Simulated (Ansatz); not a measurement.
Consider a comparison of functionals at one structure of AlNi, space group Cmmm (Ansatz 0.2.0, Python API).

`alni.py`
```python
'''Functional comparison for AlNi (totals differ with the potentials too).'''

from dataclasses import dataclass
import logging
import sys

import ansatz as az
from ase import Atoms

logging.basicConfig(stream=sys.stdout, format='%(levelname)s %(message)s')
logger = logging.getLogger('alni')
logger.setLevel(logging.INFO)


@dataclass(frozen=True)
class Settings:
    occupations: str = 'gaussian'
    width_ev: float = 0.1
    mesh: tuple[int, ...] = (12, 12, 11)


settings = Settings()

atoms = Atoms(
    ['Al', 'Ni'],
    scaled_positions=[
        (0.0, 0.0, 0.0),
        (0.5, 0.5, 0.5),
    ],
    cell=[
        (1.938694, -1.95319, 0.0),
        (1.938694, 1.95319, 0.0),
        (0.0, 0.0, 3.09943),
    ],
    pbc=True,
)
atoms.set_initial_magnetic_moments([0.0, 1.5])
xtal = az.Crystal.from_ase(atoms)

calculation = (
    xtal.calculation()
    .pseudopotentials('paw')
    .occupations(settings.occupations, width=settings.width_ev)
    .kpoints(*settings.mesh)
    .spin('collinear')
    .forces()
    .stress()
)

rows = []
for value in ['r2scan', 'blyp', 'pbesol']:
    report = calculation.functional(value).run().report
    rows.append((value, report['free_energy_ev'] / len(report['lattice']['sites']), report['n_iterations'], sum(report['stress_gpa'][i][i] for i in range(3)) / 3, max(abs(f) for row in report['forces_ev_ang'] for f in row), report['magnetization_mub'], report['n_kpoints']))

logger.info('  functional   F/atom (eV)    iterations       P (GPa)  max component (eV/A)  moment (muB)      k-points')
for row in rows:
    logger.info(f'{str(row[0]):>12s}  {row[1]:12.5f}  {row[2]:12d}  {row[3]:12.3f}  {row[4]:20.4f}  {row[5]:12.3f}  {row[6]:12d}')
```

Which functional puts this cell under the lowest pressure, and which under the highest?

From lowest to highest: PBEsol (0.4 GPa), r2SCAN (0.6 GPa) and BLYP (10.7 GPa). At a fixed cell a lower pressure usually means a smaller equilibrium volume, so PBEsol prefers the smallest cell and BLYP the largest.

The run itself:

```console
$ python alni.py
DeckWarning: basis.ecutwfc = 500 eV, auto-derived from the records' recommended cutoffs: set by Al (their level for a meta-GGA)
RunWarning: the starting moments were not kept: the SCF closed with an absolute magnetisation of 1.8e-5 μB, where they sum to 1.5 μB in size (1 site). That is at most 0.1 of that sum. Measured as dr2_m measures the in/out step, that magnetisation stands 8.7e-10 eV from none, at or under the dr2_threshold of 1.0e-7 eV: [...]
DeckWarning: basis.ecutwfc = 420 eV, auto-derived from the records' recommended cutoffs: set by Al (normal level)
INFO   functional   F/atom (eV)    iterations       P (GPa)  max component (eV/A)  moment (muB)      k-points
INFO       r2scan   -3193.50600            22         0.633                0.0000         0.000           258
INFO         blyp   -3194.99030            11        10.665                0.0000         0.000           258
INFO       pbesol   -3165.41266            11         0.387                0.0000        -0.000           258
```
(Warnings from the package without file and line, shortened, repeats left out.)

Caveats:
- The SCF didn't keep the moments it started from (some shrank, vanished or turned); what is printed is the state reached.
- BLYP can be off by several per cent in the lattices of metals, and by several GPa in the pressure at a fixed cell.
- The overall sign of a collinear moment is arbitrary, and semilocal functionals can give small moments to compounds that are paramagnetic.
- Within a few hundredths of an angstrom the cell has the higher group P4/mmm; the lower one is a small distortion.
- Forces vanish by symmetry here and test nothing.
- Pressure is positive in compression.
- r2SCAN tends to overestimate the moments of itinerant magnets.
- This cell is a computed structure, which may not be the phase found in nature.
- Total energies of different functionals can't be compared; pressures, moments and gaps at this one structure can.
- Wall time of the script: 99 s on 1 thread of Arm Neoverse V1, on a shared host, peak memory 0.61 GiB.
